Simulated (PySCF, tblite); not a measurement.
# C₅H₇FOSi: geometry, infrared bands and NMR shifts

Wanted: the infrared bands and NMR shifts of C₅H₇FOSi (`C#C[Si@@H]1[C@@H](F)[C@@H]1OC`), by calculation.

Programs: tblite 0.8.0 and PySCF 2.14.0, with density-fitted response routines of our own. Each step states its level of theory. These are calculated values for one molecule in the gas phase, unless marked as measured. Atoms are numbered from 0 throughout.

### 1 Starting geometry

15 atoms, charge 0, multiplicity 1; geometry from: force field or distance geometry start.

Bonds of the start (Å): C0–C1 1.21, C1–Si2 1.82, Si2–C3 1.88, C3–F4 1.38, C3–C5 1.51, C5–O6 1.39, O6–C7 1.40, C5–Si2 1.86, C0–H8 1.06, Si2–H9 1.46, C3–H10 1.12, C5–H11 1.12, C7–H12 1.11, C7–H13 1.11, C7–H14 1.13.

### 2 Geometry optimisation with GFN2-xTB

What the job is given:

```
{"job": {"kind": "relax", "xc": "GFN2-xTB", "basis": "xTB"}, "charge": 0, "multiplicity": 1}
C      3.486500     0.529800    -0.196400
C      2.438300     0.332700     0.382900
Si     0.903600    -0.011300     1.290600
C      0.066800    -1.595400     0.724500
F     -0.623200    -2.342400     1.661700
C     -0.646400    -0.328000     0.314700
O     -0.679700    -0.106400    -1.058800
C     -1.991100     0.259900    -1.372100
H      4.395100     0.711800    -0.705900
H      0.840200     0.196800     2.731900
H      0.565600    -2.113800    -0.136900
H     -1.642600    -0.165600     0.808900
H     -2.332100     1.176500    -0.843100
H     -2.707900    -0.565600    -1.155500
H     -2.077400     0.523100    -2.468200
```

On the command line:

```bash
OMP_NUM_THREADS=1 python probes_run.py task.json out
```

One launch serves the whole session: the jobs run in the order shown.

**Question.** This job is followed by: GFN2-xTB harmonic vibrations, gas phase; GIAO PBE0/pcSseg-1 NMR shielding, non-relativistic, gas phase. What will the session give for the following? strongest single infrared mode (GFN2-xTB); zero-point energy (GFN2-xTB); 13C shifts against TMS (PBE0/pcSseg-1); 1H shifts against TMS (PBE0/pcSseg-1, means over atoms taken as alike); 29Si shifts against TMS (PBE0/pcSseg-1); 19F shifts against CFCl3 (PBE0/pcSseg-1); 17O shifts against H2O (PBE0/pcSseg-1); surface potential, 1st and 99th percentile.

The runs gave:

```
                                                              quantity                              value
                             strongest single infrared mode (GFN2-xTB)              2378 cm⁻¹, 260 km/mol
                                          zero-point energy (GFN2-xTB)                      64.3 kcal/mol
                                13C shifts against TMS (PBE0/pcSseg-1)  104.9, 84.1, 81.1, 70.4, 60.3 ppm
1H shifts against TMS (PBE0/pcSseg-1, means over atoms taken as alike)   5.31, 3.85, 3.74, 3.61, 1.76 ppm
                               29Si shifts against TMS (PBE0/pcSseg-1)                         -123.5 ppm
                              19F shifts against CFCl3 (PBE0/pcSseg-1)                         -250.8 ppm
                                17O shifts against H2O (PBE0/pcSseg-1)                           17.6 ppm
                                 surface potential, 1st and 99th percentile                 -1.46 V and 1.56 V
```

**Reading.** Relaxing lowered the energy by 0.447 eV in 107 steps; the close pair that moved most is C7–H14, from 1.131 to 1.088 Å. No mode is imaginary among the 39: a minimum at this level. The strongest single mode, at 2378 cm⁻¹, moves mainly H9. GFN2-xTB is a fitted tight-binding method: band positions and strengths are rough. Its intensities can rank the bands wrongly. H10 (hydrogen on a three-membered-ring carbon bearing a halogen) lies farthest downfield among hydrogen, at 5.31 ppm; its carbon carries F, which withdraws density. At PBE0/pcSseg-1, counted by nearest atom on the grid, the HOMO lies on C3 24 %; Si2 18 %, the LUMO on Si2 23 %; C0, C1 about 20 % each.
